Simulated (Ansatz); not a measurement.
# Al₂ClFH₄Si: up Jacob's ladder to CCSD(T)

An exercise on one series of results from a longer session: the logs are not shown, and one member is left open.

Method: functionals in def2-TZVPP, the program's frozen cores in correlated methods; program: Ansatz 0.2.0, Gaussian basis.

Plan: LDA (SPW92), PBE-D4, revPBE-D4, BLYP-D4, r2SCAN-D4, B97M-V, PBE0-D4, B3LYP-D4, r2SCANh-D4, r2SCAN0-D4, HSE06-D4, BHLYP-D4, CAM-B3LYP-D4, LC-ωPBE, ωB97X-V, ωB97M-V, B2PLYP, PBE-QIDH; CCSD(T)/def2-SVP; CCSD(T)/def2-TZVPP; MP2/def2-QZVPP; extrapolation to the limit; RPA on PBE.

## The geometry

An earlier PBE0-D4 in a triple-zeta def2 set relaxation fixed the geometry.

SMILES `F[SiH]([AlH2])[AlH][Cl]`, 9 atoms, charge 0, spin multiplicity 1.

Atoms are counted from 1 here; the program's logs count them from 0.

Bond lengths: F1–Si2 1.614 Å, Si2–Al3 2.485 Å, Si2–Al4 2.434 Å, Si2–H6 1.495 Å, Al3–H7 1.586 Å, Al3–H8 1.589 Å, Al4–Cl5 2.218 Å, Al4–H9 1.582 Å. Angles: F1–Si2–Al3 122.3°, F1–Si2–Al4 116.7°, F1–Si2–H6 107.0°, Al3–Si2–Al4 85.2°, Al3–Si2–H6 116.5°, Al4–Si2–H6 106.9°, Si2–Al3–H7 120.4°, Si2–Al3–H8 114.2°, H7–Al3–H8 122.8°, Si2–Al4–Cl5 92.6°, Si2–Al4–H9 155.7°, Cl5–Al4–H9 111.3°.

Coordinates:

```xyz
9
charge 0, multiplicity 1
F    -0.25455   -1.67998    2.12334
Si   -0.05471   -0.30493    1.30242
Al    1.51705   -0.11749   -0.61333
Al   -1.77904    0.26178   -0.31967
Cl   -0.31644    1.20822   -1.69296
H    -0.01958    0.80240    2.30564
H     2.68428    0.95595   -0.59079
H     1.53514   -1.38753   -1.56793
H    -3.22366    0.21528   -0.96383
```

Set-up of the first run:

Contents of in.yaml:

```yaml
crystal:
  periodic: [false, false, false]
  atoms:
    - {symbol: F, position_ang: [-0.254547, -1.679978, 2.123342]}
    - {symbol: Si, position_ang: [-0.054709, -0.304930, 1.302424]}
    - {symbol: Al, position_ang: [1.517054, -0.117489, -0.613332]}
    - {symbol: Al, position_ang: [-1.779040, 0.261780, -0.319669]}
    - {symbol: Cl, position_ang: [-0.316445, 1.208216, -1.692963]}
    - {symbol: H, position_ang: [-0.019581, 0.802399, 2.305641]}
    - {symbol: H, position_ang: [2.684283, 0.955954, -0.590786]}
    - {symbol: H, position_ang: [1.535144, -1.387533, -1.567925]}
    - {symbol: H, position_ang: [-3.223660, 0.215281, -0.963831]}
basis:
  gaussian: {orbitals: def2-TZVPP}
hamiltonian: {xc: lda}
output: {orbitals: {seedname: orbitals}}
```

Steps of the session up to this table: LDA; PBE-D4 (GGA); revPBE-D4 (GGA); BLYP-D4 (GGA); r2SCAN-D4 (meta-GGA); B97M-V (meta-GGA); PBE0-D4 (hybrid); B3LYP-D4 (hybrid); r2SCANh-D4 (hybrid); r2SCAN0-D4 (hybrid); HSE06-D4 (hybrid); BHLYP-D4 (hybrid); CAM-B3LYP-D4 (range-separated); LC-ωPBE (range-separated); ωB97X-V (range-separated); ωB97M-V (range-separated); B2PLYP (double hybrid); PBE-QIDH (double hybrid).

One table of the session follows, with a row left open; its other results are not shown here.

It belongs to the step «Frontier levels by functional». 

```
  functional  HOMO (eV)  LUMO (eV)  gap (eV)
 LDA (SPW92)      -5.97      -3.47      2.50
      PBE-D4      -5.87      -3.26      2.61
   revPBE-D4      -5.82      -3.16      2.66
     BLYP-D4      -5.72      -3.09      2.64
   r2SCAN-D4      -6.07      -3.08      2.98
      B97M-V      -6.16      -3.21      2.95
     PBE0-D4      -6.85      -2.53      4.32
    B3LYP-D4          ?          ?         ?
  r2SCANh-D4      -6.43      -2.82      3.61
  r2SCAN0-D4      -6.97      -2.44      4.54
    HSE06-D4      -6.46      -2.90      3.56
    BHLYP-D4      -7.72      -1.70      6.02
CAM-B3LYP-D4      -8.02      -1.52      6.50
     LC-ωPBE      -9.23      -0.51      8.72
     ωB97X-V      -8.95      -0.60      8.34
     ωB97M-V      -8.71      -0.81      7.89
```

Estimate the missing values for B3LYP-D4.

Worked estimate for «HOMO (eV)». Against the share of exact exchange, BLYP-D4 (0, -5.72), BHLYP-D4 (0.5, -7.72) give a slope of -4.00 per unit share; at 0.2 the line stands at -6.52.

**Answer.** HOMO (eV): -6.67; LUMO (eV): -2.67; gap (eV): 3.99. In «HOMO (eV)» the line misses by +0.15.
